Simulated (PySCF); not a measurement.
**A gas-phase reaction: CH5ClSi + Br2 → CH4BrClSi + BrH**

Aim: the reaction energy of `C[SiH2]Cl` + `BrBr` → `C[SiH](Cl)Br` + `Br`.

Computed with PySCF 2.14.0; each step states its level. No surroundings beyond the atoms listed, unless a continuum is named. Atoms count from 0, parts from 1.

### 1 Starting point

Each species was relaxed by itself at PBE0-D3(BJ)/def2-SVPD.

### 2 Reaction energy: wB97M-D3(BJ)/def2-TZVPD

Job settings and geometry (Å):

```
{"job": {"kind": "react", "xc": "wB97M-D3(BJ)", "basis": "def2-TZVPD"}, "charge": 0, "multiplicity": 1}
-1 CH5ClSi charge 0 multiplicity 1
C     -0.035510    -0.335740     1.030590
Si    -0.261410     0.586350    -0.573390
Cl    -0.740630     2.578460    -0.159060
H      0.215640    -1.388410     0.827410
H      0.777580     0.106030     1.623880
H     -0.956880    -0.308920     1.629460
H     -1.384950     0.033500    -1.379070
H      0.987270     0.605870    -1.384230

-1 Br2 charge 0 multiplicity 1
Br     1.150560     0.001280     0.008930
Br    -1.150830    -0.001180     0.004190

+1 CH4BrClSi charge 0 multiplicity 1
C     -1.026870    -0.090000     0.106040
Si     0.823950    -0.025480     0.195900
Cl     1.635230    -1.236130    -1.283580
Br     1.528340     2.061570    -0.130790
H     -1.369770    -1.124550     0.256440
H     -1.466700     0.548550     0.885980
H     -1.378100     0.259440    -0.874730
H      1.388700    -0.483790     1.488620

+1 BrH charge 0 multiplicity 1
Br     0.715080     0.002670     0.002190
H     -0.708660     0.000190    -0.002590
```

Method: wB97M-D3(BJ)/def2-TZVPD reaction energy of separated species, gas phase.

Command:

```bash
> OMP_NUM_THREADS=1 python cluster_run.py task.json out
```

One launch serves the whole session: the jobs run in the order shown.

**Question.** The jobs that follow are: PBE0-D3(BJ)/def2-TZVPD reaction energy of separated species, gas phase. Predict: reaction energy (wB97M-D3(BJ)/def2-TZVPD); ΔH, ΔG at 298 K (xTB thermal terms). Thermal terms come from harmonic xTB runs on each species.

**Answer**, as computed:

| quantity | value |
| --- | --- |
| reaction energy (wB97M-D3(BJ)/def2-TZVPD) | -45.51 kcal/mol |
| ΔH, ΔG at 298 K (xTB thermal terms) | -46.0, -45.7 kcal/mol |
| range of the reaction energy over the runs of this table | -45.51 to -45.20 kcal/mol |

The reaction is exothermic by 46.0 kcal/mol in the gas phase; dispersion gives -0.76, and xTB itself gave -22.72 for the electronic energy (xTB energies and thermal terms come from the earlier relaxation of each species, not shown). No barrier was sought. xTB and this level differ widely in the electronic energy, so what comes from xTB (the thermal terms above all) is less safe here. The reaction energy runs from -45.51 (wB97M-D3(BJ)/def2-TZVPD) to -45.20 kcal/mol (PBE0-D3(BJ)/def2-TZVPD).
